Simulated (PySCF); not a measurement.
# BCl2F (dichlorofluoroborane): PBE/6-311+G(d,p)

Aim: the vertical singlet–triplet gap of BCl2F (dichlorofluoroborane) at PBE/6-311+G**, from 2 runs. 

Program for the calculation: PySCF 2.14.0.

2 further runs of the same task are left out: 2 set aside as unsound or not needed.

## Step 1: Starting point

The species is BCl2F (4 atoms), meant as a singlet with charge 0. SMILES: `FB(Cl)Cl`. The shape is that of a PBE0-D4/def2-TZVP optimisation.

Bond lengths: F1–B2 1.310 Å, B2–Cl3 1.739 Å, B2–Cl4 1.739 Å. Angles: F1–B2–Cl3 119.3°, F1–B2–Cl4 119.3°, Cl3–B2–Cl4 121.5°.

## Step 2: The energy at PBE/6-311+G(d,p)

calc.py

```python
from pyscf import gto, dft

mol = gto.M(
    atom='''
F      0.114370    -1.165320    -0.781190
B      0.007910    -0.080610    -0.054040
Cl    -1.549540     0.373780     0.571420
Cl     1.427260     0.872140     0.263810
''',
    max_memory=1860,
    verbose=3,
    basis='6-311+g**',
    charge=0,
)

mf = dft.RKS(mol, xc='pbe')
mf.conv_tol = 1e-10
mf.grids.level = 5
mf.kernel()
if not mf.converged:
    mf = mf.newton().run(mf.mo_coeff, mf.mo_occ)

etot = mf.e_tot
print('E(%s) = %.9f' % ('PBE', etot))
```

Command:

```console
$ OMP_NUM_THREADS=1 python calc.py
```

The log of the run:

```text
converged SCF energy = -1044.78584307754
E(PBE) = -1044.785843078
```

It took 13 s on 1 thread of Arm Neoverse V2, shared host; peak memory 0.53 GiB.

## Step 3: The triplet at the same level

run.py

```python
from pyscf import gto, dft

mol = gto.M(
    atom=[
    ('F', (0.114370, -1.165320, -0.781190)),
    ('B', (0.007910, -0.080610, -0.054040)),
    ('Cl', (-1.549540, 0.373780, 0.571420)),
    ('Cl', (1.427260, 0.872140, 0.263810)),
],
    max_memory=1860,
    charge=0,
    basis='6-311+g**',
    verbose=3,
    spin=2,
)

mf = dft.UKS(mol)
mf.xc = 'pbe'
mf.conv_tol = 1e-10
mf.grids.level = 5
mf.kernel()
if not mf.converged:
    mf = mf.newton().run(mf.mo_coeff, mf.mo_occ)

energy = mf.e_tot
print('E(%s) = %.9f' % ('PBE', energy))
```

Command:

```console
$ OMP_NUM_THREADS=1 python run.py
```

The log of the run:

```text
WARN: HOMO -0.0810364543748474 >= LUMO -0.330429638260607

WARN: HOMO -0.0268402221447001 >= LUMO -0.194441407556434

WARN: HOMO -0.0801528292077658 >= LUMO -0.312357661907618

WARN: HOMO -0.0718086939287151 >= LUMO -0.319282028425568

WARN: HOMO -0.0678812470621151 >= LUMO -0.30888397914287

WARN: HOMO -0.0716933506564471 >= LUMO -0.31111286895

WARN: HOMO -0.070692801501062 >= LUMO -0.311006404456554

WARN: HOMO -0.0707878859377818 >= LUMO -0.310835313930058

WARN: HOMO -0.0707766569146539 >= LUMO -0.310835139528079

WARN: HOMO -0.0707551403642926 >= LUMO -0.310833024722063

WARN: HOMO -0.0707515236154831 >= LUMO -0.310831343077616

WARN: HOMO -0.0707545610490168 >= LUMO -0.310834364919425

WARN: HOMO -0.0707544574732747 >= LUMO -0.310834173187321

WARN: HOMO -0.0707542984870404 >= LUMO -0.310834068816282

converged SCF energy = -1044.55860048258  <S^2> = 2.0034471  2S+1 = 3.0022972
E(PBE) = -1044.558600483
```

It took 33 s on 1 thread of Arm Neoverse V2, shared host; peak memory 0.55 GiB.

## Step 4: What came out

Level: PBE/6-311+G**.

| quantity | value |
| --- | --- |
| singlet: total energy | -1044.78584 Eh |
| singlet: dipole moment | 0.24 D |
| singlet: HOMO energy | -8.04 eV |
| singlet: LUMO energy | -2.10 eV |
| singlet: HOMO–LUMO gap | 5.94 eV |
| triplet: total energy | -1044.55860 Eh |
| triplet: dipole moment | 1.47 D |
| triplet: HOMO energy (highest over α and β) | -1.93 eV |
| triplet: ⟨S²⟩ | 2.003 |
| vertical energy of the triplet above the singlet | 6.184 eV |

**Reading.** At this shape the triplet lies 6.18 eV (597 kJ/mol) above the singlet.
